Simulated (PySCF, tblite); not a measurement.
# C₃H₉BF₂Si₂: geometry, infrared bands and NMR shifts

Wanted: the infrared bands and NMR shifts of C₃H₉BF₂Si₂ (`C[Si]1(B(F)F)C[SiH2]C1`), by calculation.

Programs: tblite 0.8.0 and PySCF 2.14.0, with density-fitted response routines of our own. Each step states its level of theory. These are calculated values for one molecule in the gas phase, unless marked as measured. Atoms are numbered from 0 throughout.

## (1) The molecule as given

17 atoms, charge 0, multiplicity 1; geometry from: force field or distance geometry start.

Bonds of the start (Å): C0–Si1 1.86, Si1–B2 1.93, B2–F3 1.45, B2–F4 1.45, Si1–C5 1.86, C5–Si6 1.87, Si6–C7 1.87, C7–Si1 1.88, C0–H8 1.11, C0–H9 1.10, C0–H10 1.12, C5–H11 1.11, C5–H12 1.10, Si6–H13 1.47, Si6–H14 1.46, C7–H15 1.11, C7–H16 1.11.

## (2) Optimising the geometry with GFN2-xTB

Job settings and geometry (Å):

```
{"job": {"kind": "relax", "xc": "GFN2-xTB", "basis": "xTB"}, "charge": 0, "multiplicity": 1}
C     -1.791300    -1.180800    -0.138500
Si    -0.519500     0.179300    -0.104000
B     -1.203600     1.958000    -0.379300
F     -0.318800     3.102500    -0.381200
F     -2.626900     2.155900    -0.599600
C      0.975700    -0.219900    -1.139600
Si     2.117600    -0.350300     0.337000
C      0.623700     0.050000     1.386500
H     -2.292000    -1.185900    -1.128000
H     -1.314600    -2.159300     0.040400
H     -2.557300    -0.997100     0.653200
H      1.258400     0.619900    -1.800000
H      0.870200    -1.185300    -1.659300
H      3.120600     0.723500     0.369000
H      2.587000    -1.720300     0.555400
H      0.723700     1.014400     1.925500
H      0.340100    -0.792800     2.052600
```

On the command line:

```sh
$ OMP_NUM_THREADS=1 python probes_run.py task.json out
```

The driver reads the jobs from task.json and runs them one after another.

**Question.** This job is followed by: GFN2-xTB harmonic vibrations, gas phase; GIAO PBE0/pcSseg-1 NMR shielding, non-relativistic, gas phase. What will the session give for the following? strongest single infrared mode (GFN2-xTB); zero-point energy (GFN2-xTB); ¹³C shifts against TMS (PBE0/pcSseg-1, means over atoms taken as alike); ¹H shifts against TMS (PBE0/pcSseg-1, means over atoms taken as alike); ²⁹Si shifts against TMS (PBE0/pcSseg-1); ¹¹B shifts against BF3·OEt2 (PBE0/pcSseg-1); ¹⁹F shifts against CFCl3 (PBE0/pcSseg-1, means over atoms taken as alike); surface potential, 1st and 99th percentile.

The runs gave:

| quantity | value |
| --- | --- |
| strongest single infrared mode (GFN2-xTB) | 2232 cm⁻¹, 460 km/mol |
| zero-point energy (GFN2-xTB) | 72.5 kcal/mol |
| ¹³C shifts against TMS (PBE0/pcSseg-1, means over atoms taken as alike) | 0.4, -3.7 ppm |
| ¹H shifts against TMS (PBE0/pcSseg-1, means over atoms taken as alike) | 5.03, 5.03, 0.52, 0.41, 0.33 ppm |
| ²⁹Si shifts against TMS (PBE0/pcSseg-1) | -17.9, -30.0 ppm |
| ¹¹B shifts against BF3·OEt2 (PBE0/pcSseg-1) | 28.7 ppm |
| ¹⁹F shifts against CFCl3 (PBE0/pcSseg-1, means over atoms taken as alike) | -34.0 ppm |
| surface potential, 1st and 99th percentile | -0.73 V and 1.58 V |

Relaxing lowered the energy by 0.968 eV in 23 steps; the close pair that moved most is B2–F4, from 1.454 to 1.322 Å. No mode is imaginary among the 45: a minimum at this level. The strongest single mode, at 2232 cm⁻¹, moves mainly H14. Unscaled tight-binding wavenumbers are off by several per cent, some by more. Its intensities can rank the bands wrongly. At PBE0/pcSseg-1: Shielding is most anisotropic at F3, F4 (span 361 ppm, paramagnetic term -263 ppm). By nearest atom (PBE0/pcSseg-1), the HOMO sits on C5, C7 about 18 % each; Si1 13 % and the LUMO on B2 42 %; Si1 15 %.
